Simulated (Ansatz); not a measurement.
# NaTi2O2: the cost of one run

Program: Ansatz 0.2.0. Level of theory: DFT PBE, scalar-relativistic, plane waves, PAW, unless a step names another level. These are calculated values, not measurements.

### Step 1. Starting point

Symmetry: P-3m1, No. 164, trigonal system. The conventional cell has a = 2.992 Å, b = 2.992 Å, c = 7.898 Å, α = 90.00°, β = 90.00°, γ = 120.00°. Na (site symmetry -3m) is surrounded by 6 O at 2.37 Å. Ti (site symmetry 3m) has 3 O at 2.07 Å as nearest neighbours. Around O (site symmetry 3m) lie 3 Ti at 2.07 Å and 3 Na at 2.37 Å.

Coordinates:

```
Na Ti O
1.0
     2.99163    0.00000    0.00000
    -1.49582    2.59083    0.00000
     0.00000    0.00000    7.89762
Na Ti O
1 2 2
Direct
  0.00000 0.00000 0.00000
  0.66667 0.33333 0.34952
  0.33333 0.66667 0.65048
  0.66667 0.33333 0.79397
  0.33333 0.66667 0.20603
```

The cell was relaxed beforehand at this level, from a database cell with other species swapped in; it needn't be the stable form of this composition. At a tolerance of 0.05 Å it has space group P-3m1 (No. 164); it has 12.24 Å³/atom, an uncorrected energy of -1.91 eV/atom over the elements and, on its mesh, gap none (metal).

### Step 2. Elastic constants, atoms relaxed

The input, input.yaml:

```yaml
crystal:
  lattice:
    - [2.9930689089, 0.0, 0.0]
    - [-1.4965344545, 2.5920737104, 0.0]
    - [0.0, 0.0, 7.9129767652]
  atoms:
    - { symbol: Na, position: [0.0, 0.0, 0.0] }
    - { symbol: Ti, position: [0.6666666667, 0.3333333333, 0.3487575822] }
    - { symbol: Ti, position: [0.3333333333, 0.6666666667, 0.6512424178] }
    - { symbol: O, position: [0.6666666667, 0.3333333333, 0.7942894232] }
    - { symbol: O, position: [0.3333333333, 0.6666666667, 0.2057105768] }
basis:
  ecutwfc: 420
kpoints:
  mp_grid: { grid: [12, 12, 6] }
hamiltonian:
  xc: pbe
scf:
  occupations: { method: fermi_dirac, width: 0.15 }
output:
  forces: true
  stress: true
  eigenvalues: true
elastic:
  mode: relaxed_ion
  amplitude: 0.005
  stencil: two_point
```

Run with:

```
ansatz run input.yaml --threads 1 --pin off --max-ram 2560MiB --backend cpu --events-out ev --progress --plain --runs-dir out
```

**Question.** How long does this run take on 1 thread of Intel Xeon 6975P-C (Granite Rapids), shared host, and how much memory does it need?

About 6.7 min, with a peak of 0.7 GiB.
